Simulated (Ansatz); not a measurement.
# Mg3SeS2: the cost of one run

Computed with Ansatz 0.2.0 (DFT PBE, scalar-relativistic, plane waves, PAW, unless a step's input says otherwise).

**1. Starting point**

Symmetry: P-3m1, No. 164, trigonal system. Conventional cell: a = 4.499 Å, b = 4.499 Å, c = 7.272 Å, α = 90.00°, β = 90.00°, γ = 120.00°. Mg (site symmetry -3m) is surrounded by 6 Mg at 2.80 Å and 6 S at 3.14 Å and 2 Se at 3.64 Å. Mg (site symmetry 3m) is surrounded by 4 S at 2.69 to 2.81 Å and 6 Mg at 2.80 to 3.34 Å and 3 Se at 3.66 Å. Se (site symmetry -3m) is surrounded by 6 S at 3.21 Å and 8 Mg at 3.64 to 3.66 Å. Around S (site symmetry 3m) lie 7 Mg at 2.69 to 3.14 Å.

Structure file:

```xyz
6
Lattice="4.4991 0.0000 0.0000 -2.2495 3.8963 0.0000 0.0000 0.0000 7.2724" Properties=species:S:1:pos:R:3 pbc="T T T"
Mg    0.0000    0.0000    3.6362
Mg    2.2495    1.2988    2.5850
Mg    0.0000    2.5975    4.6874
Se    0.0000    0.0000    0.0000
S     0.0000    2.5975    1.8775
S     2.2495    1.2988    5.3948
```

Recipe of the guess: species swapped into a database cell of Li3NdAs2 (P-3m1, No. 164), with Mg on the Li sites, Se on the Nd sites and S on the As sites. The dimensions are guesses.

**2. A first look at the guess**

Input file input.yaml:

```yaml
crystal:
  lattice:
    - [4.49906585, 0.0, 0.0]
    - [-2.24953292, 3.89630532, 0.0]
    - [0.0, 0.0, 7.27237497]
  atoms:
    - { symbol: Mg, position: [0.0, 0.0, 0.5] }
    - { symbol: Mg, position: [0.66666667, 0.33333333, 0.35545513] }
    - { symbol: Mg, position: [0.33333333, 0.66666667, 0.64454487] }
    - { symbol: Se, position: [0.0, 0.0, 0.0] }
    - { symbol: S, position: [0.33333333, 0.66666667, 0.25817424] }
    - { symbol: S, position: [0.66666667, 0.33333333, 0.74182576] }
basis:
  ecutwfc: 420
kpoints:
  mp_grid: { grid: [6, 6, 4] }
hamiltonian:
  xc: pbe
scf:
  occupations: { method: gaussian, width: 0.1 }
  lower_state_search: "off"
output:
  forces: true
  stress: true
  eigenvalues: true
```

Command:

```console
> ansatz run input.yaml --threads 1 --pin off --max-ram 2560MiB --backend cpu --events-out ev --progress --plain --runs-dir out
```

What time and memory should one allow on 1 thread of Intel Xeon at 2.50GHz (Skylake/Cascade Lake), shared host?

About 11 s, with a peak of 0.43 GiB.
